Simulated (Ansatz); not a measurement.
# CH4BFTe, SMILES C[Te]BF: a rigid scan of one bond length

Computed with Ansatz 0.2.0 through its Python package.

`scan.py`:
```python
"""Stretching a bond of CH4BFTe, the rest held rigid."""

import ansatz as az
import numpy as np


def main() -> None:
    molecule = (
        az.Crystal.molecule()
        .atom("C", (-0.5872, 1.0528, -0.4882))
        .atom("Te", (-0.3262, 0.3526, 1.4849))
        .atom("B", (0.6877, -1.4198, 0.666))
        .atom("F", (2.218, -1.3647, 0.4367))
        .atom("H", (-1.2319, 0.3586, -1.0985))
        .atom("H", (-1.1816, 2.078, -0.4516))
        .atom("H", (0.3704, 1.2563, -0.9936))
        .atom("H", (0.143, -2.3708, 0.3885))
    )

    symbols = [site.symbol for site in molecule.cartesian_sites]
    start = np.array([site.position_ang for site in molecule.cartesian_sites])
    axis = (start[2] - start[1]) / np.linalg.norm(start[2] - start[1])
    moving = [2, 3, 7]
    lengths, energies = [1.936, 2.024, 2.112, 2.2, 2.288, 2.376, 2.464, 2.596], []
    for length in lengths:
        xyz = start.copy()
        xyz[moving] += (length - np.linalg.norm(start[2] - start[1])) * axis
        point = az.Crystal.molecule()
        for symbol, place in zip(symbols, xyz):
            point = point.atom(symbol, place.tolist())
        base = point.calculation().basis(gaussian="def2-SVP").correlation("MP2", electrons="valence")
        data = base.run(threads=1, backend="cpu").report
        energies.append(data["free_energy_ev"])
        print(f"r = {length:6.3f} A  E = {energies[-1]:.5f} eV  <S^2> = {abs(data['mean_field']['state']['spin_squared']):.3f}")

    # quartic fit about the minimum
    fit = np.polynomial.Polynomial.fit(lengths, np.array(energies) - min(energies), 4).convert()
    roots = [r.real for r in fit.deriv().roots() if abs(r.imag) < 1e-9 and fit.deriv(2)(r.real) > 0]
    r_e = min(roots, key=lambda r: abs(r - lengths[int(np.argmin(energies))]))
    print(f"minimum of the fit at {r_e:.4f} A, force constant {fit.deriv(2)(r_e):.2f} eV/A^2")


if __name__ == "__main__":
    main()
```

`python scan.py` gives:
```text
r =  1.936 A  E = -11746.96238 eV  <S^2> = 0.000
r =  2.024 A  E = -11747.36590 eV  <S^2> = 0.000
r =  2.112 A  E = -11747.56415 eV  <S^2> = 0.000
r =  2.200 A  E = -11747.61456 eV  <S^2> = 0.000
r =  2.288 A  E = -11747.55988 eV  <S^2> = 0.000
r =  2.376 A  E = -11747.43190 eV  <S^2> = 0.000
r =  2.464 A  E = -11747.25421 eV  <S^2> = 0.000
r =  2.596 A  E = -11746.93140 eV  <S^2> = 0.000
minimum of the fit at 2.1925 A, force constant 14.05 eV/A^2
```

The settings weren't tested for convergence. The rest of the molecule is held rigid at a force-field or estimated start geometry, and the basis set is modest; single-reference methods fail as a bond breaks. def2 sets replace the cores of elements past krypton by effective core potentials. The orbitals are restricted, so S² is zero by construction. S² is that of the Hartree-Fock reference. The whole script took 12 s on 1 thread of Arm Neoverse V2 (shared host), peak memory 0.22 GiB.
